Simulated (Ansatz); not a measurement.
# CH₆OSn: search for a transition state, part 2 of 2

Ansatz 0.2.0, Gaussian basis; PBE0-D4. The steps go on from the part before.

## (7) Relaxing after a step of 0.30 Å one way along the mode

downa/in.yaml

```yaml
crystal:
  periodic: [false, false, false]
  atoms:
    - {symbol: Sn, position_ang: [-1.478091, 1.048041, 0.194417]}
    - {symbol: H, position_ang: [-0.434684, -0.641321, -1.479578]}
    - {symbol: O, position_ang: [0.207577, -0.398309, 0.906991]}
    - {symbol: C, position_ang: [1.192986, -0.803916, 0.310412]}
    - {symbol: H, position_ang: [-0.002310, -0.907007, -1.543567]}
    - {symbol: H, position_ang: [-2.164621, 1.291726, 1.787119]}
    - {symbol: H, position_ang: [-0.386656, 2.477502, 0.055220]}
    - {symbol: H, position_ang: [1.310565, -1.909889, 0.191583]}
    - {symbol: H, position_ang: [1.755234, -0.156728, -0.422597]}
basis:
  gaussian: {orbitals: def2-TZVP}
hamiltonian: {xc: pbe0, dispersion: d4}
relax: {f_tol: 0.005, max_steps: 200}
```

Launch:

```bash
> ansatz run in.yaml --threads 4 --pin off --events-out ev --progress --plain --max-ram 9574MiB
```

What it wrote:

```text
Functional definition: PBE0
  name "PBE0"
  cite "Adamo & Barone, J. Chem. Phys. 110, 6158 (1999) doi:10.1063/1.478522"
  cite "Perdew, Burke & Ernzerhof, Phys. Rev. Lett. 77, 3865 (1996) doi:10.1103/PhysRevLett.77.3865"
  parent pbe
  parameter a = 0.25
  parameter kappa = 0.804
  parameter beta = 0.06672455060314922
  exchange = (1 - a)*pbe_x(kappa = kappa, mu = beta*pi^2/3) + a*exact_x
  correlation = pbe_c(beta = beta)
1056 factors; their error is unknown
mean field evaluation 1: about -9000.2829 eV, gradient 5.1e1 eV
mean field evaluation 2: about -8976.7513 eV, gradient 1.1e2 eV
mean field evaluation 4: about -9005.8784 eV, gradient 1.5e1 eV
mean field evaluation 8: about -9006.3590 eV, gradient 1.6e-1 eV
mean field evaluation 16: about -9006.4357 eV, gradient 3.8e-4 eV
mean field -9006.43569019 eV, -330.9804068332 hartree, gradient 3.2e-5 eV, S^2 0.000000; 0 other end points of the search recorded, 0 dependent functions left out
the calculation of the forces begins
reference -9006.43572842 eV, -330.9804082379 hartree; 21, 21 occupied and 127, 127 virtual orbitals, 1056 factors
relax step   1: F+E_penalty+E_count = -9006.57024554 eV  Δ(F+E_penalty+E_count) = +0.000e0 eV  max|allowed force component| = 1.699e1 eV/Å  Δτ_max = 0.0000 Å  (29 SCF iters, accepted)
these checks for a lower state are left out or cut short: starts, cluster_reference, orbital_swaps, neighbouring_geometries, increment
1056 factors; their error is unknown
mean field -9008.21000639 eV, -331.0456117507 hartree, gradient 1.5e-5 eV, S^2 0.000000; 0 other end points of the search recorded, 0 dependent functions left out
the calculation of the forces begins
reference -9008.21004494 eV, -331.0456131676 hartree; 21, 21 occupied and 127, 127 virtual orbitals, 1056 factors
relax step   2: F+E_penalty+E_count = -9008.34357101 eV  Δ(F+E_penalty+E_count) = -1.773e0 eV  max|allowed force component| = 2.326e0 eV/Å  Δτ_max = 0.1908 Å  (37 SCF iters, accepted)
these checks for a lower state are left out or cut short: starts, cluster_reference, orbital_swaps, neighbouring_geometries, increment
1056 factors; their error is unknown
mean field evaluation 32: about -9008.4498 eV, gradient 1.8e-4 eV
mean field -9008.44976695 eV, -331.0544227888 hartree, gradient 1.4e-5 eV, S^2 0.000000; 0 other end points of the search recorded, 0 dependent functions left out
the calculation of the forces begins
reference -9008.44980557 eV, -331.0544242081 hartree; 21, 21 occupied and 127, 127 virtual orbitals, 1056 factors
relax step   3: F+E_penalty+E_count = -9008.58015891 eV  Δ(F+E_penalty+E_count) = -2.366e-1 eV  max|allowed force component| = 1.587e0 eV/Å  Δτ_max = 0.2000 Å  (39 SCF iters, accepted)
[... from here on, the SCF cycles and remarks between the steps are left out ...]
relax step   4: F+E_penalty+E_count = -9008.62177348 eV  Δ(F+E_penalty+E_count) = -4.161e-2 eV  max|allowed force component| = 2.532e0 eV/Å  Δτ_max = 0.1956 Å  (31 SCF iters, accepted)
relax step   5: F+E_penalty+E_count = -9008.79083118 eV  Δ(F+E_penalty+E_count) = -1.691e-1 eV  max|allowed force component| = 4.305e-1 eV/Å  Δτ_max = 0.2000 Å  (33 SCF iters, accepted)
relax step   6: F+E_penalty+E_count = -9008.84313037 eV  Δ(F+E_penalty+E_count) = -5.230e-2 eV  max|allowed force component| = 2.247e-1 eV/Å  Δτ_max = 0.1996 Å  (32 SCF iters, accepted)
relax step   7: F+E_penalty+E_count = -9008.87528898 eV  Δ(F+E_penalty+E_count) = -3.216e-2 eV  max|allowed force component| = 3.537e-1 eV/Å  Δτ_max = 0.2000 Å  (32 SCF iters, accepted)
relax step   8: F+E_penalty+E_count = -9008.89487976 eV  Δ(F+E_penalty+E_count) = -1.959e-2 eV  max|allowed force component| = 1.831e-1 eV/Å  Δτ_max = 0.1905 Å  (32 SCF iters, accepted)
relax step   9: F+E_penalty+E_count = -9008.88443892 eV  Δ(F+E_penalty+E_count) = +1.044e-2 eV  max|allowed force component| = 7.408e-1 eV/Å  Δτ_max = 0.1958 Å  (33 SCF iters, rejected (line search))
relax step  10: F+E_penalty+E_count = -9008.90335964 eV  Δ(F+E_penalty+E_count) = -8.480e-3 eV  max|allowed force component| = 5.214e-2 eV/Å  Δτ_max = 0.0970 Å  (32 SCF iters, accepted)
relax step  11: F+E_penalty+E_count = -9008.90727553 eV  Δ(F+E_penalty+E_count) = -3.916e-3 eV  max|allowed force component| = 1.233e-1 eV/Å  Δτ_max = 0.0962 Å  (33 SCF iters, accepted)
relax step  12: F+E_penalty+E_count = -9008.88769695 eV  Δ(F+E_penalty+E_count) = +1.958e-2 eV  max|allowed force component| = 7.067e-1 eV/Å  Δτ_max = 0.1480 Å  (31 SCF iters, rejected (line search))
relax step  13: F+E_penalty+E_count = -9008.91015945 eV  Δ(F+E_penalty+E_count) = -2.884e-3 eV  max|allowed force component| = 4.849e-2 eV/Å  Δτ_max = 0.0732 Å  (32 SCF iters, accepted)
relax step  14: F+E_penalty+E_count = -9008.91101230 eV  Δ(F+E_penalty+E_count) = -8.529e-4 eV  max|allowed force component| = 7.752e-2 eV/Å  Δτ_max = 0.0747 Å  (33 SCF iters, accepted)
relax step  15: F+E_penalty+E_count = -9008.91160846 eV  Δ(F+E_penalty+E_count) = -5.962e-4 eV  max|allowed force component| = 3.656e-2 eV/Å  Δτ_max = 0.0237 Å  (33 SCF iters, accepted)
relax step  16: F+E_penalty+E_count = -9008.91188088 eV  Δ(F+E_penalty+E_count) = -2.724e-4 eV  max|allowed force component| = 3.277e-2 eV/Å  Δτ_max = 0.0225 Å  (33 SCF iters, accepted)
relax step  17: F+E_penalty+E_count = -9008.91214492 eV  Δ(F+E_penalty+E_count) = -2.640e-4 eV  max|allowed force component| = 2.285e-2 eV/Å  Δτ_max = 0.0354 Å  (32 SCF iters, accepted)
relax step  18: F+E_penalty+E_count = -9008.91221282 eV  Δ(F+E_penalty+E_count) = -6.790e-5 eV  max|allowed force component| = 3.429e-2 eV/Å  Δτ_max = 0.0268 Å  (33 SCF iters, accepted)
relax step  19: F+E_penalty+E_count = -9008.91171929 eV  Δ(F+E_penalty+E_count) = +4.935e-4 eV  max|allowed force component| = 1.100e-1 eV/Å  Δτ_max = 0.0578 Å  (33 SCF iters, rejected (line search))
relax step  20: F+E_penalty+E_count = -9008.91248486 eV  Δ(F+E_penalty+E_count) = -2.720e-4 eV  max|allowed force component| = 2.618e-2 eV/Å  Δτ_max = 0.0282 Å  (32 SCF iters, accepted)
relax step  21: F+E_penalty+E_count = -9008.91252544 eV  Δ(F+E_penalty+E_count) = -4.058e-5 eV  max|allowed force component| = 2.804e-2 eV/Å  Δτ_max = 0.0047 Å  (34 SCF iters, accepted)
relax step  22: F+E_penalty+E_count = -9008.91256459 eV  Δ(F+E_penalty+E_count) = -3.915e-5 eV  max|allowed force component| = 2.993e-2 eV/Å  Δτ_max = 0.0069 Å  (34 SCF iters, accepted)
relax step  23: F+E_penalty+E_count = -9008.91259173 eV  Δ(F+E_penalty+E_count) = -2.714e-5 eV  max|allowed force component| = 2.829e-2 eV/Å  Δτ_max = 0.0046 Å  (34 SCF iters, accepted)
relax step  24: F+E_penalty+E_count = -9008.91265306 eV  Δ(F+E_penalty+E_count) = -6.132e-5 eV  max|allowed force component| = 1.755e-2 eV/Å  Δτ_max = 0.0126 Å  (33 SCF iters, accepted)
relax step  25: F+E_penalty+E_count = -9008.91269209 eV  Δ(F+E_penalty+E_count) = -3.903e-5 eV  max|allowed force component| = 9.814e-3 eV/Å  Δτ_max = 0.0138 Å  (33 SCF iters, accepted)
relax step  26: F+E_penalty+E_count = -9008.91270201 eV  Δ(F+E_penalty+E_count) = -9.919e-6 eV  max|allowed force component| = 2.386e-2 eV/Å  Δτ_max = 0.0142 Å  (33 SCF iters, accepted)
relax step  27: F+E_penalty+E_count = -9008.91272870 eV  Δ(F+E_penalty+E_count) = -2.670e-5 eV  max|allowed force component| = 1.801e-2 eV/Å  Δτ_max = 0.0105 Å  (33 SCF iters, accepted)
relax step  28: F+E_penalty+E_count = -9008.91274895 eV  Δ(F+E_penalty+E_count) = -2.025e-5 eV  max|allowed force component| = 1.384e-2 eV/Å  Δτ_max = 0.0041 Å  (35 SCF iters, accepted)
relax step  29: F+E_penalty+E_count = -9008.91261363 eV  Δ(F+E_penalty+E_count) = +1.353e-4 eV  max|allowed force component| = 5.917e-2 eV/Å  Δτ_max = 0.0393 Å  (33 SCF iters, rejected (line search))
relax step  30: F+E_penalty+E_count = -9008.91274436 eV  Δ(F+E_penalty+E_count) = +4.587e-6 eV  max|allowed force component| = 1.180e-2 eV/Å  Δτ_max = 0.0110 Å  (33 SCF iters, rejected (line search))
relax step  31: F+E_penalty+E_count = -9008.91278250 eV  Δ(F+E_penalty+E_count) = -3.355e-5 eV  max|allowed force component| = 6.177e-3 eV/Å  Δτ_max = 0.0053 Å  (33 SCF iters, accepted)
relax step  32: F+E_penalty+E_count = -9008.91278886 eV  Δ(F+E_penalty+E_count) = -6.356e-6 eV  max|allowed force component| = 5.544e-2 eV/Å  Δτ_max = 0.0343 Å  (33 SCF iters, accepted)
relax step  33: F+E_penalty+E_count = -9008.91267207 eV  Δ(F+E_penalty+E_count) = +1.168e-4 eV  max|allowed force component| = 6.536e-2 eV/Å  Δτ_max = 0.0059 Å  (33 SCF iters, rejected (line search))
relax step  34: F+E_penalty+E_count = -9008.91287736 eV  Δ(F+E_penalty+E_count) = -8.851e-5 eV  max|allowed force component| = 1.709e-2 eV/Å  Δτ_max = 0.0029 Å  (33 SCF iters, accepted)
relax step  35: F+E_penalty+E_count = -9008.91293040 eV  Δ(F+E_penalty+E_count) = -5.304e-5 eV  max|allowed force component| = 5.840e-3 eV/Å  Δτ_max = 0.0155 Å  (33 SCF iters, accepted)
relax step  36: F+E_penalty+E_count = -9008.91256857 eV  Δ(F+E_penalty+E_count) = +3.618e-4 eV  max|allowed force component| = 1.246e-1 eV/Å  Δτ_max = 0.0547 Å  (32 SCF iters, rejected (line search))
relax step  37: F+E_penalty+E_count = -9008.91293109 eV  Δ(F+E_penalty+E_count) = -6.885e-7 eV  max|allowed force component| = 5.437e-3 eV/Å  Δτ_max = 0.0065 Å  (33 SCF iters, accepted)
relax step  38: F+E_penalty+E_count = -9008.91293527 eV  Δ(F+E_penalty+E_count) = -4.178e-6 eV  max|allowed force component| = 8.440e-3 eV/Å  Δτ_max = 0.0041 Å  (35 SCF iters, accepted)
relax step  39: F+E_penalty+E_count = -9008.91125747 eV  Δ(F+E_penalty+E_count) = +1.678e-3 eV  max|allowed force component| = 2.288e-1 eV/Å  Δτ_max = 0.0806 Å  (33 SCF iters, rejected (line search))
relax step  40: F+E_penalty+E_count = -9008.91293225 eV  Δ(F+E_penalty+E_count) = +3.023e-6 eV  max|allowed force component| = 1.467e-2 eV/Å  Δτ_max = 0.0044 Å  (33 SCF iters, rejected (line search))
relax step  41: F+E_penalty+E_count = -9008.91295721 eV  Δ(F+E_penalty+E_count) = -2.194e-5 eV  max|allowed force component| = 8.029e-3 eV/Å  Δτ_max = 0.0022 Å  (34 SCF iters, accepted)
relax step  42: F+E_penalty+E_count = -9008.91299945 eV  Δ(F+E_penalty+E_count) = -4.223e-5 eV  max|allowed force component| = 6.777e-3 eV/Å  Δτ_max = 0.0130 Å  (34 SCF iters, accepted)
relax step  43: F+E_penalty+E_count = -9008.91255422 eV  Δ(F+E_penalty+E_count) = +4.452e-4 eV  max|allowed force component| = 1.494e-1 eV/Å  Δτ_max = 0.0628 Å  (32 SCF iters, rejected (line search))
relax step  44: F+E_penalty+E_count = -9008.91299527 eV  Δ(F+E_penalty+E_count) = +4.176e-6 eV  max|allowed force component| = 9.135e-3 eV/Å  Δτ_max = 0.0040 Å  (34 SCF iters, rejected (line search))
relax step  45: F+E_penalty+E_count = -9008.91300704 eV  Δ(F+E_penalty+E_count) = -7.599e-6 eV  max|allowed force component| = 6.062e-3 eV/Å  Δτ_max = 0.0020 Å  (34 SCF iters, accepted)
relax step  46: F+E_penalty+E_count = -9008.91307540 eV  Δ(F+E_penalty+E_count) = -6.836e-5 eV  max|allowed force component| = 3.677e-2 eV/Å  Δτ_max = 0.0309 Å  (33 SCF iters, accepted)
relax step  47: F+E_penalty+E_count = -9008.91310111 eV  Δ(F+E_penalty+E_count) = -2.570e-5 eV  max|allowed force component| = 3.065e-2 eV/Å  Δτ_max = 0.0060 Å  (34 SCF iters, accepted)
relax step  48: F+E_penalty+E_count = -9008.91313151 eV  Δ(F+E_penalty+E_count) = -3.040e-5 eV  max|allowed force component| = 4.655e-2 eV/Å  Δτ_max = 0.0490 Å  (32 SCF iters, accepted)
relax step  49: F+E_penalty+E_count = -9008.91327387 eV  Δ(F+E_penalty+E_count) = -1.424e-4 eV  max|allowed force component| = 4.853e-2 eV/Å  Δτ_max = 0.0108 Å  (33 SCF iters, accepted)
relax step  50: F+E_penalty+E_count = -9008.91323290 eV  Δ(F+E_penalty+E_count) = +4.097e-5 eV  max|allowed force component| = 3.068e-2 eV/Å  Δτ_max = 0.0422 Å  (33 SCF iters, rejected (line search))
relax step  51: F+E_penalty+E_count = -9008.91348355 eV  Δ(F+E_penalty+E_count) = -2.097e-4 eV  max|allowed force component| = 1.634e-2 eV/Å  Δτ_max = 0.0205 Å  (33 SCF iters, accepted)
relax step  52: F+E_penalty+E_count = -9008.91361333 eV  Δ(F+E_penalty+E_count) = -1.298e-4 eV  max|allowed force component| = 6.021e-2 eV/Å  Δτ_max = 0.0416 Å  (32 SCF iters, accepted)
relax step  53: F+E_penalty+E_count = -9008.91365761 eV  Δ(F+E_penalty+E_count) = -4.429e-5 eV  max|allowed force component| = 4.633e-2 eV/Å  Δτ_max = 0.0187 Å  (33 SCF iters, accepted)
relax step  54: F+E_penalty+E_count = -9008.91386555 eV  Δ(F+E_penalty+E_count) = -2.079e-4 eV  max|allowed force component| = 2.392e-2 eV/Å  Δτ_max = 0.0119 Å  (34 SCF iters, accepted)
relax step  55: F+E_penalty+E_count = -9008.91407862 eV  Δ(F+E_penalty+E_count) = -2.131e-4 eV  max|allowed force component| = 3.486e-2 eV/Å  Δτ_max = 0.0231 Å  (33 SCF iters, accepted)
relax step  56: F+E_penalty+E_count = -9008.91417769 eV  Δ(F+E_penalty+E_count) = -9.907e-5 eV  max|allowed force component| = 1.169e-1 eV/Å  Δτ_max = 0.0521 Å  (33 SCF iters, accepted)
relax step  57: F+E_penalty+E_count = -9008.91445689 eV  Δ(F+E_penalty+E_count) = -2.792e-4 eV  max|allowed force component| = 7.017e-2 eV/Å  Δτ_max = 0.0115 Å  (33 SCF iters, accepted)
relax step  58: F+E_penalty+E_count = -9008.91462674 eV  Δ(F+E_penalty+E_count) = -1.698e-4 eV  max|allowed force component| = 3.521e-2 eV/Å  Δτ_max = 0.0086 Å  (35 SCF iters, accepted)
relax step  59: F+E_penalty+E_count = -9008.91482109 eV  Δ(F+E_penalty+E_count) = -1.944e-4 eV  max|allowed force component| = 2.802e-2 eV/Å  Δτ_max = 0.0219 Å  (33 SCF iters, accepted)
relax step  60: F+E_penalty+E_count = -9008.91497522 eV  Δ(F+E_penalty+E_count) = -1.541e-4 eV  max|allowed force component| = 3.310e-2 eV/Å  Δτ_max = 0.0487 Å  (33 SCF iters, accepted)
relax step  61: F+E_penalty+E_count = -9008.91494474 eV  Δ(F+E_penalty+E_count) = +3.048e-5 eV  max|allowed force component| = 8.345e-2 eV/Å  Δτ_max = 0.0163 Å  (34 SCF iters, rejected (line search))
relax step  62: F+E_penalty+E_count = -9008.91509732 eV  Δ(F+E_penalty+E_count) = -1.221e-4 eV  max|allowed force component| = 1.417e-2 eV/Å  Δτ_max = 0.0081 Å  (34 SCF iters, accepted)
relax step  63: F+E_penalty+E_count = -9008.91510057 eV  Δ(F+E_penalty+E_count) = -3.252e-6 eV  max|allowed force component| = 1.099e-2 eV/Å  Δτ_max = 0.0056 Å  (33 SCF iters, accepted)
relax step  64: F+E_penalty+E_count = -9008.91515153 eV  Δ(F+E_penalty+E_count) = -5.096e-5 eV  max|allowed force component| = 2.107e-2 eV/Å  Δτ_max = 0.0194 Å  (33 SCF iters, accepted)
relax step  65: F+E_penalty+E_count = -9008.91514040 eV  Δ(F+E_penalty+E_count) = +1.113e-5 eV  max|allowed force component| = 1.162e-2 eV/Å  Δτ_max = 0.0071 Å  (34 SCF iters, rejected (line search))
relax step  66: F+E_penalty+E_count = -9008.91517442 eV  Δ(F+E_penalty+E_count) = -2.289e-5 eV  max|allowed force component| = 1.825e-3 eV/Å  Δτ_max = 0.0036 Å  (33 SCF iters, accepted)
these checks for a lower state are left out or cut short: starts, cluster_reference, orbital_swaps, neighbouring_geometries, increment
1056 factors; their error is unknown
mean field evaluation 480: about -9008.7861 eV, gradient 1.7e-4 eV
mean field -9008.78608440 eV, -331.0667822272 hartree, gradient 8.6e-6 eV, S^2 0.000000; 0 other end points of the search recorded, 0 dependent functions left out
the calculation of the forces begins
reference -9008.78612120 eV, -331.0667835797 hartree; 21, 21 occupied and 127, 127 virtual orbitals, 1056 factors
relax step  67: F+E_penalty+E_count = -9008.91517903 eV  Δ(F+E_penalty+E_count) = -4.603e-6 eV  max|allowed force component| = 3.536e-3 eV/Å  Δτ_max = 0.0062 Å  (33 SCF iters, accepted)
1056 factors; their error is unknown
mean field -9008.78608440 eV, -331.0667822272 hartree, gradient 8.6e-6 eV, S^2 0.000000; 1 other end points of the search recorded, 0 dependent functions left out
the calculation of the forces begins
reference -9008.78612120 eV, -331.0667835797 hartree; 21, 21 occupied and 127, 127 virtual orbitals, 1056 factors
Total energy: -9008.91521583 eV, -331.0715277197 hartree
Atom 0 at    -1.808954     0.947938     0.577906 Å, force    -0.001164    -0.000003     0.000507 eV/Å
Atom 1 at    -0.221299    -0.382462    -2.239226 Å, force    -0.001183     0.002529     0.001245 eV/Å
Atom 2 at    -0.174634    -0.733147     1.078021 Å, force    -0.000182    -0.000776    -0.000423 eV/Å
Atom 3 at     0.942903    -0.709206     0.621491 Å, force     0.003536     0.001281     0.000060 eV/Å
Atom 4 at    -0.020902    -1.058406    -2.488157 Å, force     0.001266    -0.002466    -0.001472 eV/Å
Atom 5 at    -1.181219     1.748012     2.031748 Å, force     0.000246     0.000241     0.000052 eV/Å
Atom 6 at    -0.458580     1.594313    -0.406919 Å, force     0.000301     0.000158    -0.000377 eV/Å
Atom 7 at     1.628299    -1.551864     0.801985 Å, force    -0.002093     0.001345    -0.000295 eV/Å
Atom 8 at     1.294387     0.144920     0.023151 Å, force    -0.000729    -0.002309     0.000702 eV/Å
Dipole moment:     0.645447    -0.398266    -0.126407 e Å
```

Run time: 2.9 min. Hardware: 4 threads of Arm Neoverse N1, shared host.

Relaxation path: (not every step is listed) (the energy doesn't fall at every step)

```tsv
step	energy from step 1 (eV)	largest force component (eV/Å)
1	0.0000	16.9910
2	-1.7733	2.3260
3	-2.0099	1.5871
4	-2.0515	2.5325
5	-2.2206	0.4305
6	-2.2729	0.2247
7	-2.3050	0.3537
8	-2.3246	0.1831
9	-2.3142	0.7408
14	-2.3408	0.0775
19	-2.3415	0.1100
24	-2.3424	0.0175
29	-2.3424	0.0592
34	-2.3426	0.0171
39	-2.3410	0.2288
44	-2.3427	0.0091
49	-2.3430	0.0485
54	-2.3436	0.0239
59	-2.3446	0.0280
62	-2.3449	0.0142
63	-2.3449	0.0110
64	-2.3449	0.0211
65	-2.3449	0.0116
66	-2.3449	0.0018
67	-2.3449	0.0035
```

Close pairs (by a distance rule), those that changed most:

```tsv
bond	before (Å)	after (Å)	change (Å)
H2–H5	0.511	0.748	+0.236
Sn1–O3	2.333	2.397	+0.065
C4–H9	1.128	1.100	-0.027
Sn1–H6	1.751	1.774	+0.023
C4–H8	1.119	1.101	-0.017
O3–C4	1.221	1.207	-0.014
Sn1–H7	1.804	1.792	-0.012
```

## (8) Relaxing after a step of 0.30 Å the other way along the mode

downb/in.yaml

```yaml
crystal:
  periodic: [false, false, false]
  atoms:
    - {symbol: Sn, position_ang: [-1.144127, 0.845825, 0.163352]}
    - {symbol: H, position_ang: [-0.727414, -0.289663, -1.250738]}
    - {symbol: O, position_ang: [0.194748, -0.284841, 0.899129]}
    - {symbol: C, position_ang: [0.899975, -0.850662, -0.112741]}
    - {symbol: H, position_ang: [0.308372, -0.917285, -1.030370]}
    - {symbol: H, position_ang: [-2.155366, 1.161149, 1.557511]}
    - {symbol: H, position_ang: [-0.436183, 2.401757, 0.020748]}
    - {symbol: H, position_ang: [1.299746, -1.863112, 0.182089]}
    - {symbol: H, position_ang: [1.760249, -0.203068, -0.428981]}
basis:
  gaussian: {orbitals: def2-TZVP}
hamiltonian: {xc: pbe0, dispersion: d4}
relax: {f_tol: 0.005, max_steps: 200}
```

Launch:

```bash
> ansatz run in.yaml --threads 4 --pin off --events-out ev --progress --plain --max-ram 9574MiB
```

What it wrote, cut to the lines that bear on the results:

```text
[... 5 set-up lines as earlier in the session ...]
[...]
1056 factors; their error is unknown
[...]
mean field -9008.91037627 eV, -331.0713498692 hartree, gradient 6.3e-5 eV, S^2 0.000000; 0 other end points of the search recorded, 0 dependent functions left out
[...]
Atom 5 at    -2.225811     1.083084     1.456865 Å, force    -0.001036    -0.000159    -0.001454 eV/Å
Atom 6 at    -0.163293     2.300190    -0.082123 Å, force     0.001519     0.001212     0.000194 eV/Å
Atom 7 at     1.656647    -1.749362     0.412077 Å, force    -0.001390    -0.000423     0.000923 eV/Å
Atom 8 at     1.818662    -0.136578    -0.299666 Å, force     0.000440     0.001040     0.000688 eV/Å
Dipole moment:    -0.062258     0.190621    -0.213405 e Å
```

Run time: 42 s. Hardware: 4 threads of Arm Neoverse N1, shared host.

Along the way:

```tsv
step	energy from step 1 (eV)	largest force component (eV/Å)
1	0.0000	3.0677
2	-0.6801	1.3440
3	-1.0737	0.9064
4	-1.3138	0.5419
5	-1.4432	0.2946
6	-1.5005	0.1077
7	-1.5195	0.0546
8	-1.5233	0.0502
9	-1.5241	0.1415
10	-1.5249	0.0716
11	-1.5253	0.0282
12	-1.5253	0.0200
13	-1.5254	0.0154
14	-1.5254	0.0096
15	-1.5254	0.0046
```

Close pairs (by a distance rule), those that changed most:

```tsv
bond	before (Å)	after (Å)	change (Å)
Sn1–H2	1.861	1.709	-0.151
Sn1–O3	1.901	1.967	+0.067
Sn1–H6	1.751	1.698	-0.053
O3–C4	1.357	1.402	+0.045
C4–H8	1.128	1.094	-0.033
C4–H9	1.122	1.100	-0.022
Sn1–H7	1.715	1.709	-0.006
C4–H5	1.094	1.100	+0.006
```

## (9) What the saddle joins

```tsv
pair	start side (Å)	saddle (Å)	end side (Å)
H2–H5	3.146	0.863	0.748
Sn1–H2	1.709	2.216	3.497
C4–H5	1.100	1.651	3.274
```

## (10) Results

This closing draws on all 2 parts.

| quantity | value |
| --- | --- |
| imaginary mode | 596i cm⁻¹ |
| barrier from the start side | 2.096 eV |
| barrier from the end side | 0.448 eV |
| energy of the step | +1.649 eV |
| pairs that change | H2–H5 formed, Sn1–H2 broken, C4–H5 broken |
| zero-point energy at the saddle | 1.509 eV |

**Reading.** The point has a single imaginary mode (596i cm⁻¹), as a transition state must. The two relaxations don't end on the planned structures: the search found another step. At PBE0-D4/def2-TZVP the electronic barrier is 2.096 eV, about 82 kT at 298 K, and the step runs 1.649 eV uphill. A step off the saddle overshot and began above it in energy, so the link to its end is likely but not proven. Lower complexes than these ends may exist.
